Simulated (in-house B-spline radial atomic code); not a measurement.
**Co⁵⁺: binding energies from hole states**

Aim: the cost of two holes at once in Co⁵⁺, against the sum of the two single holes.

The numbers are computed with in-house B-spline radial atomic code version 1 (Dirac-Hartree-Fock, average of configuration, Fermi nucleus, basis-set limit), except any that are marked as measured or tabulated.

**1. The system**

```
element       : cobalt (Z = 27)
charge        : +5
electrons     : 22
configuration : [Ar] 3d4
Hamiltonian   : Dirac-Coulomb
nucleus       : Fermi, rms radius 3.788 fm
```

Outer shells as boxes (Hund's rule):

[Ar] 3d4
```
[Ar] core
3d [↑ ][↑ ][↑ ][↑ ][  ]
```

The boxes draw the filling by Hund's rule, which heavy ions in jj coupling don't follow; these runs average over all states of the configuration.

Input settings:

```ini
Z = 27
electrons = 22.0
configuration = [Ar] 3d4
hamiltonian = dirac
method = hf
spin_polarised = False
nucleus = fermi
rms_radius = 3.7875
mass_number = 59
atomic_mass = 58.933193524
speed_of_light = 137.035999084
```

From the earlier run of the reference: total energy -1385.234378 hartree. Levels, eight at most:

```tsv
orbital	occupation	energy (eV)	<r> (bohr)
2s1/2	2	-1057.33	0.2538
2p1/2	2	-924.73	0.2223
2p3/2	4	-909.69	0.2253
3s1/2	2	-210.54	0.7497
3p1/2	2	-167.02	0.7730
3p3/2	4	-164.88	0.7804
3d3/2	1.6	-102.12	0.8238
3d5/2	2.4	-101.86	0.8262
```

Single holes known from earlier runs (ΔSCF): 2s 1043.16 eV, 2p3/2 894.06 eV, 3s 208.14 eV, 3p1/2 164.68 eV, 3p3/2 162.61 eV, 3d 99.865 eV.

**2. The 3p3/2 and 3d holes**

In configurations, a minus sign after the shell means j = l − 1/2 and a plus sign j = l + 1/2; the count of electrons follows.

Input settings:

```ini
Z = 27
electrons = 20.0
configuration = 1s2 2s2 2p6 3s2 3p-2 3p+3 3d3
hamiltonian = dirac
method = hf
spin_polarised = False
nucleus = fermi
rms_radius = 3.7875
mass_number = 59
atomic_mass = 58.933193524
speed_of_light = 137.035999084
```

**3. The 2s and 3p1/2 holes**

Settings: those of step 2 with these lines changed.

```diff
@@ -2,3 +2,3 @@
 electrons = 20.0
-configuration = 1s2 2s2 2p6 3s2 3p-2 3p+3 3d3
+configuration = 1s2 2s1 2p6 3s2 3p-1 3p+4 3d4
 hamiltonian = dirac
```

**4. The 2s and 3p3/2 holes**

Settings: those of step 3 with these lines changed.

```diff
@@ -2,3 +2,3 @@
 electrons = 20.0
-configuration = 1s2 2s1 2p6 3s2 3p-1 3p+4 3d4
+configuration = 1s2 2s1 2p6 3s2 3p-2 3p+3 3d4
 hamiltonian = dirac
```

**5. The 2s and 2p3/2 holes**

Settings: those of step 4 with these lines changed.

```diff
@@ -2,3 +2,3 @@
 electrons = 20.0
-configuration = 1s2 2s1 2p6 3s2 3p-2 3p+3 3d4
+configuration = 1s2 2s1 2p-2 2p+3 3s2 3p6 3d4
 hamiltonian = dirac
```

**6. The 2p3/2 and 3s holes**

Settings: those of step 5 with these lines changed.

```diff
@@ -2,3 +2,3 @@
 electrons = 20.0
-configuration = 1s2 2s1 2p-2 2p+3 3s2 3p6 3d4
+configuration = 1s2 2s2 2p-2 2p+3 3s1 3p6 3d4
 hamiltonian = dirac
```

**Question.** What does each hole state cost in eV, and how does that compare with the orbital energies or single holes?

**Answer**, as computed:

| two holes | ΔSCF (eV) | less the two single holes (eV) |
| --- | --- | --- |
| 3p3/2 and 3d | 288.02 | 25.55 |
| 2s and 3p1/2 | 1240.21 | 32.37 |
| 2s and 3p3/2 | 1237.91 | 32.15 |
| 2s and 2p3/2 | 2001.54 | 64.33 |
| 2p3/2 and 3s | 1135.11 | 32.91 |

**Reading.** Two holes cost more than the sum of each, because the second electron leaves a more charged ion. The excess runs from 25.6 eV (3p3/2 and 3d) to 64.3 eV (2s and 2p3/2); it tends to be largest where both holes are compact. Values are for the free ion, measured from the vacuum level.
